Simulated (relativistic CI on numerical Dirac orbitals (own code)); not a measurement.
# Os³⁺: 5d valence photoemission multiplets

Aim: the 5d valence photoemission spectrum of Os³⁺ in 4 surroundings, from the same atomic integrals.

Method: Dirac-Coulomb-Breit CI, KLI orbitals optimised for each configuration, model QED (radiative potential, 1s self-energy scaled to tabulated hydrogen-like ionisation energies), valence Slater integrals scaled by 0.7, multiplet model of photoemission in the sudden approximation. Code: relativistic CI on numerical Dirac orbitals (own code) version 1.

## (1) The atom as given

* ion: Os³⁺ (Os IV)
* nuclear charge: 76
* electrons: 73
* configurations: [Xe] 4f14 5d5 → [Xe] 4f14 5d4
* temperature: 300 K
* widths: Lorentz 0.42 eV, Gauss 0.5 eV
* surrounding 1: free ion
* surrounding 2: Td, 10Dq = -14100 cm⁻¹
* surrounding 3: Oh, 10Dq = 50000 cm⁻¹
* surrounding 4: Oh, 10Dq = 30600 cm⁻¹

## (2) Surrounding 1: free ion

Input settings:

```ini
atom Os  Z=76  charge=3  electrons=73
nucleus A=192  rms_radius_fm=5.4126
hamiltonian dirac-coulomb  breit=on  qed=on  c_scale=1
orbitals kli  potential=per-configuration
slater_scale 0.7
correlation none
mixing on
configurations
  [Xe] 4f14 5d5
  [Xe] 4f14 5d4
end
photoemission 5d valence T=300 lorentz=0.42 gauss=0.5
crystal_field free
```

## (3) Surrounding 2: Td, 10Dq = -14100

Changes to the settings of step 2:

```diff
@@ -12,2 +12,2 @@
 photoemission 5d valence T=300 lorentz=0.42 gauss=0.5
-crystal_field free
+crystal_field Td 10Dq=-14100
```

## (4) Surrounding 3: Oh, 10Dq = 50000

Changes to the settings of step 3:

```diff
@@ -12,2 +12,2 @@
 photoemission 5d valence T=300 lorentz=0.42 gauss=0.5
-crystal_field Td 10Dq=-14100
+crystal_field Oh 10Dq=50000
```

## (5) Surrounding 4: Oh, 10Dq = 30600

Changes to the settings of step 4:

```diff
@@ -12,2 +12,2 @@
 photoemission 5d valence T=300 lorentz=0.42 gauss=0.5
-crystal_field Oh 10Dq=50000
+crystal_field Oh 10Dq=30600
```

(Steps that only read results are left out.)

What does the calculation give? Wanted: highest peak, first run; ground spin.

**Answer**, as computed:

| surrounding | ground S | centroid (eV) | spread (eV) | up to four highest peaks (% of the highest), eV |
| --- | --- | --- | --- | --- |
| 1: free | 2.37 | 41.30 | 0.56 | 41.4 (100) |
| 2: Td | 1.54 | 41.00 | 1.04 | 39.4 (39), 41.0 (100), 42.3 (34) |
| 3: Oh | 0.53 | 42.48 | 0.90 | 42.3 (100), 43.5 (30), 44.9 (6) |
| 4: Oh | 0.60 | 41.55 | 0.89 | 41.4 (100), 42.6 (28) |

| quantity | value |
| --- | --- |
| highest peak, first run | 41.4 eV |
| ground spin (effective S from ⟨S²⟩) | 0.53 to 2.37 |

What this shows: The ground spin changes between the runs (2.37 to 0.53), and the line shape with it. The position of the maximum differs by up to 1.3 eV between the surroundings, by shifts of peaks or by peaks exchanging rank. Energies are those of the free ion without screening by ligands; binding energies in solids differ by tens of eV.
